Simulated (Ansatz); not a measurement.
# C2H6Si2: the cost of one run

All numbers below are computed with Ansatz 0.2.0 (RKS revPBE-D4/6-31G*).

**1. Starting point**

Bond lengths: C1–Si2 1.937 Å, Si2–Si3 2.173 Å, Si3–C4 1.950 Å, C1–H5 1.094 Å, C1–H6 1.094 Å, C1–H7 1.092 Å, C4–H8 1.089 Å, C4–H9 1.088 Å, C4–H10 1.088 Å. Angles: C1–Si2–Si3 177.5°, Si2–C1–H5 113.5°, Si2–C1–H6 113.2°, Si2–C1–H7 108.4°, H5–C1–H6 107.2°, H5–C1–H7 107.1°, H6–C1–H7 107.1°, Si2–Si3–C4 100.8°, Si3–C4–H8 109.7°, Si3–C4–H9 112.4°, Si3–C4–H10 112.0°, H8–C4–H9 107.3°, H8–C4–H10 107.2°, H9–C4–H10 108.1°.

As a file:

```xyz
10

C    -0.8970    2.0720   -1.0185
Si    0.2221    0.8865    0.0277
Si    1.5058   -0.3687    1.2518
C     0.7402   -2.1281    0.9020
H    -0.8289    1.8987   -2.0962
H    -1.9552    2.0159   -0.7482
H    -0.5740    3.0998   -0.8381
H     1.2245   -2.8708    1.5336
H    -0.3259   -2.1667    1.1160
H     0.8884   -2.4387   -0.1301
```

**2. End point A**

input.yaml reads:

```yaml
crystal:
  periodic: [false, false, false]
  atoms:
    - { symbol: C, position_ang: [-0.89702, 2.07198, -1.01852] }
    - { symbol: Si, position_ang: [0.22207, 0.88649, 0.02771] }
    - { symbol: Si, position_ang: [1.5058, -0.36866, 1.25185] }
    - { symbol: C, position_ang: [0.74025, -2.12814, 0.902] }
    - { symbol: H, position_ang: [-0.8289, 1.89868, -2.09625] }
    - { symbol: H, position_ang: [-1.95523, 2.01587, -0.74824] }
    - { symbol: H, position_ang: [-0.57405, 3.09985, -0.8381] }
    - { symbol: H, position_ang: [1.22453, -2.87075, 1.53365] }
    - { symbol: H, position_ang: [-0.32587, -2.16666, 1.11601] }
    - { symbol: H, position_ang: [0.88844, -2.43866, -0.13012] }
basis:
  gaussian: { orbitals: "6-31G*" }
hamiltonian:
  xc: revpbe
  dispersion: d4
relax:
  f_tol: 0.015
  max_steps: 40
output:
  orbitals: {}
```

The run is started by

```bash
ansatz run input.yaml --threads 1 --pin off --max-ram 2048MiB --backend cpu --events-out ev --progress --plain --runs-dir out
```

What time and memory should one allow on 1 thread of Arm Neoverse V2, shared host?

About 73 s, with a peak of 0.12 GiB.
